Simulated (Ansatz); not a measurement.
Mg3ZnC in Ansatz: convergence with k mesh

Mg3ZnC:

```xyz
5
Lattice="4.4069 0.0000 0.0000 0.0000 4.4069 0.0000 0.0000 0.0000 4.4069" Properties=species:S:1:pos:R:3 pbc="T T T"
Zn    0.0635    0.0014    0.0187
Mg    2.2230    0.0237    2.1854
Mg    2.2469    2.2087    0.0075
Mg   -0.0058    2.1890    2.2057
C     2.2494    2.2204    2.2318
```

The cell comes from a database or a generator and needn't be the stable form of this composition.

The cell isn't the ideal one: atoms moved at random, drawn with an rms of 0.05 Å.

```yaml
Program: Ansatz 0.2.0
Task: convergence study
Functional: PBE
Potentials_or_basis: Ansatz NC
Cutoff: "1143 eV (not typed: the program's choice for these potentials)"
k_mesh: 2 × 2 × 2
Occupations: fermi-dirac, width 0.1 eV
Spin: no spin polarisation
```

These are the settings of the first run; the series varies k mesh, with any setting tied to it.

Hardware: 2 threads of Arm Neoverse V2, on a shared host.

Q: The values tried are 2 × 2 × 2, 3 × 3 × 3, 4 × 4 × 4, 5 × 5 × 5, 6 × 6 × 6, 7 × 7 × 7, 8 × 8 × 8, 10 × 10 × 10, loosest first. From which on does the energy stay within 1 meV/atom of the tightest run that finished?

A: From 8 × 8 × 8 on.

```
      k mesh  energy less the tightest run, at zero smearing (meV/atom)  pressure (GPa)  largest force (eV/Å)  SCF cycles  CPU time (s)  peak memory (GiB)
   2 × 2 × 2                                                     -54.15           -0.50                 0.520           9           4.9               0.43
   3 × 3 × 3                                                     -25.47           -0.53                 0.550           9            13               0.43
   4 × 4 × 4                                                      -6.27           -0.14                 0.544           8            28               0.54
   5 × 5 × 5                                                      10.31           -0.23                 0.547           9            54               0.68
   6 × 6 × 6                                                       0.60           -0.04                 0.540           9            94               0.93
   7 × 7 × 7                                                       3.14            0.07                 0.537           9           140                1.2
   8 × 8 × 8                                                       0.68           -0.05                 0.540           9           220                1.7
10 × 10 × 10                                                       0.00           -0.04                 0.540           9           420                2.9
```

Against the tightest run, the pressure stays within 0.1 GPa from 8 × 8 × 8 on; the largest force stays within 0.005 eV/Å from 6 × 6 × 6 on. Meshes of other sizes hit other points, so gaps and Fermi surfaces needn't settle smoothly. The tightest run that finished is the yardstick and may itself not be fully converged.
